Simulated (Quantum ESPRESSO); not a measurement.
Sheet: Ta, a sheet with vacuum.

```
Ta
1.0
     2.71898    0.00000    0.00000
     0.00000    2.71898    0.00000
     0.00000    0.00000   28.48664
Ta
2
Direct
  0.00000 0.50000 0.30264
  0.50000 0.00000 0.22392
```

The cell was built by a generator and needn't be a form met in nature.

A sound run:

| Item | Value |
| --- | --- |
| Program | Quantum ESPRESSO 7.5 |
| Task | work function |
| Functional | PBE |
| Potentials or basis | PseudoDojo 0.4.1 SR PBE standard |
| Cutoff | 789 eV |
| Density cutoff | 3157 eV |
| k mesh | 10 × 10 × 1 |
| Occupations | fermi-dirac, width 0.05 eV |
| Spin | no spin polarisation |

It gives largest force 0.073 eV/Å; band gap on the k mesh none (metal or under the smearing width).

What do these careless settings give instead: cutoff 395 eV in place of 789 eV; density cutoff 1578 eV in place of 3157 eV?

Largest force 0.037 eV/Å; band gap on the k mesh none (metal or under the smearing width). The run converged, but these numbers show the error of the settings and aren't properties of the sheet.
